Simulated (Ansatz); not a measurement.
# CH₇NO₃Si: one species, many methods

The task here is to estimate one member of a computed series from the others.

Method: functionals in def2-TZVPP, the program's frozen cores in correlated methods; program: Ansatz 0.2.0, Gaussian basis.

Plan: PBE-D4, r2SCAN-D4, PBE0-D4, B3LYP-D4, ωB97X-V, ωB97M-V, B2PLYP; CCSD(T)/def2-TZVPP; MP2/def2-QZVPP; extrapolation to the limit.

### Structure used throughout

An earlier PBE0-D4 in a triple-zeta def2 set relaxation fixed the geometry.

SMILES `CO[Si](N)(O)O`, 13 atoms, charge 0, spin multiplicity 1.

Atoms are counted from 1 here; the program's logs count them from 0.

Bond lengths: C1–O2 1.407 Å, C1–H7 1.095 Å, C1–H8 1.097 Å, C1–H9 1.092 Å, O2–Si3 1.634 Å, Si3–N4 1.697 Å, Si3–O5 1.640 Å, Si3–O6 1.632 Å, N4–H10 1.006 Å, N4–H11 1.005 Å, O5–H12 0.958 Å, O6–H13 0.958 Å. Angles: O2–C1–H7 111.4°, O2–C1–H8 111.3°, O2–C1–H9 108.3°, H7–C1–H8 108.7°, H7–C1–H9 108.8°, H8–C1–H9 108.3°, C1–O2–Si3 124.1°, O2–Si3–N4 118.4°, O2–Si3–O5 104.7°, O2–Si3–O6 105.2°, N4–Si3–O5 107.8°, N4–Si3–O6 105.3°, O5–Si3–O6 115.9°, Si3–N4–H10 121.1°, Si3–N4–H11 122.0°, H10–N4–H11 112.4°, Si3–O5–H12 116.1°, Si3–O6–H13 115.3°.

The first run:

in.yaml reads:

```yaml
crystal:
  periodic: [false, false, false]
  atoms:
    - {symbol: C, position_ang: [0.639032, -1.365834, -1.289845]}
    - {symbol: O, position_ang: [-0.417373, -1.002388, -0.434000]}
    - {symbol: Si, position_ang: [-0.363794, 0.257483, 0.605107]}
    - {symbol: N, position_ang: [-0.322104, 1.829575, -0.032703]}
    - {symbol: O, position_ang: [1.014016, 0.028506, 1.463998]}
    - {symbol: O, position_ang: [-1.755422, 0.172505, 1.453562]}
    - {symbol: H, position_ang: [1.551978, -1.582832, -0.726414]}
    - {symbol: H, position_ang: [0.853820, -0.572830, -2.016102]}
    - {symbol: H, position_ang: [0.343497, -2.261722, -1.839028]}
    - {symbol: H, position_ang: [-1.150899, 2.262483, -0.402918]}
    - {symbol: H, position_ang: [0.519863, 2.230110, -0.407379]}
    - {symbol: H, position_ang: [1.228238, 0.707308, 2.105116]}
    - {symbol: H, position_ang: [-2.140863, -0.702364, 1.520606]}
basis:
  gaussian: {orbitals: def2-TZVPP}
hamiltonian: {xc: pbe, dispersion: d4}
output: {forces: true, orbitals: {seedname: orbitals}}
```

The run is started by

```sh
$ ansatz run in.yaml --threads 2 --pin off --events-out ev --progress --plain --max-ram 20480MiB --backend cuda --devices 0, --max-vram 18GiB
```

Among the steps run: PBE-D4 (GGA); r2SCAN-D4 (meta-GGA); PBE0-D4 (hybrid); B3LYP-D4 (hybrid); ωB97X-V (range-separated); ωB97M-V (range-separated); B2PLYP (double hybrid); CCSD(T) in def2-TZVPP; MP2 in def2-QZVPP.

One table of the session follows, with a row left open; its other results are not shown here.

It belongs to the step «Atomisation energies». 

```
            method  atomisation energy (kJ/mol)
            PBE-D4                            ?
         r2SCAN-D4                       5159.0
           PBE0-D4                       5122.7
          B3LYP-D4                       5153.5
           ωB97X-V                       5174.8
           ωB97M-V                       5186.1
            B2PLYP                       5109.5
     HF/def2-TZVPP                       3629.0
    MP2/def2-TZVPP                       5145.0
   CCSD/def2-TZVPP                       4948.3
CCSD(T)/def2-TZVPP                       5025.7
           MP2/CBS                       5308.0
       CCSD(T)/CBS                       5188.6
```

Q: Estimate the row for PBE-D4 from the others.

The run gave: atomisation energy (kJ/mol): 5239.7. In the column «atomisation energy (kJ/mol)» it lies between CCSD(T)/CBS (5188.6) and MP2/CBS (5308.0).
